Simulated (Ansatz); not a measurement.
# Li+ with AlCl₃: structure and interaction energy

One table from this session's results is given with a row withheld; the runs are named, their logs left out.

Computed with Ansatz 0.2.0, Gaussian basis. Level: PBE0-D4 structure, single points in def2-TZVPPD.

Levels: PBE-D4, revPBE-D4, BLYP-D4, r2SCAN-D4, B97M-V, PBE0-D4, B3LYP-D4, HSE06-D4, wB97X-V, wB97M-V, B2PLYP, Hartree-Fock, MP2, CCSD, CCSD(T). The reference is CCSD(T) extrapolated to the basis limit.

Correlated methods freeze the cores. The outer core shell of Li, Na, Mg and K is correlated. B3LYP uses VWN-RPA correlation. B2PLYP carries no dispersion term here.

25 further runs of the same task are left out: 25 set aside as unsound or not needed.

### Where the work starts

The pair, from a GFN2-xTB docking trial: 5 atoms, charge 1, spin multiplicity 1.

Atoms are counted from 1 here; the program's logs count them from 0.

Bond lengths: Li1–Cl2 2.115 Å, Cl2–Al3 2.151 Å, Al3–Cl4 2.004 Å, Al3–Cl5 2.002 Å. Angles: Li1–Cl2–Al3 172.7°, Cl2–Al3–Cl4 107.7°, Cl2–Al3–Cl5 108.3°, Cl4–Al3–Cl5 142.6°.

As a file:

```
Li   -0.25290    0.02680   -3.21950
Cl   -0.01590    0.05550   -1.11760
Al   -0.02110   -0.03620    1.03180
Cl    0.62710   -1.85610    1.56600
Cl   -0.33720    1.81000    1.73930
```

Atoms 1 to 1 are fragment A (Li+), the rest fragment B (AlCl₃).

The first run:

pre/in.yaml

```yaml
crystal:
  periodic: [false, false, false]
  atoms:
    - {symbol: Li, position_ang: [-0.252900, 0.026800, -3.219500]}
    - {symbol: Cl, position_ang: [-0.015900, 0.055500, -1.117600]}
    - {symbol: Al, position_ang: [-0.021100, -0.036200, 1.031800]}
    - {symbol: Cl, position_ang: [0.627100, -1.856100, 1.566000]}
    - {symbol: Cl, position_ang: [-0.337200, 1.810000, 1.739300]}
basis:
  gaussian: {orbitals: def2-SVP}
total_charge: 1
hamiltonian: {xc: pbe, dispersion: d4}
relax: {f_tol: 0.03, max_steps: 250}
```

No record of the launch command was kept for these runs.

Steps of the session up to this table: A first relaxation in a small basis; Relaxation at PBE0-D4; CCSD(T)/def2-TZVPPD; Vibrations of the pair.

One of the session's tables, all rows but one given; the rest of the session is left out.

```
      method  interaction (kcal/mol)
      PBE-D4                  -30.12
   revPBE-D4                  -29.40
     BLYP-D4                  -29.98
   r2SCAN-D4                  -27.65
      B97M-V                  -28.01
     PBE0-D4                  -29.86
    B3LYP-D4                  -30.01
    HSE06-D4                  -29.84
     wB97X-V                  -28.81
     wB97M-V                  -29.09
      B2PLYP                  -28.77
Hartree-Fock                  -26.59
         MP2                  -26.86
        CCSD                  -26.94
     CCSD(T)                  -26.89
 CCSD(T)/CBS                       ?
```

**Question.** Estimate the row for CCSD(T)/CBS.

The run gave: interaction (kcal/mol): -28.68. In the column «interaction (kcal/mol)» it lies between B2PLYP (-28.77) and B97M-V (-28.01).
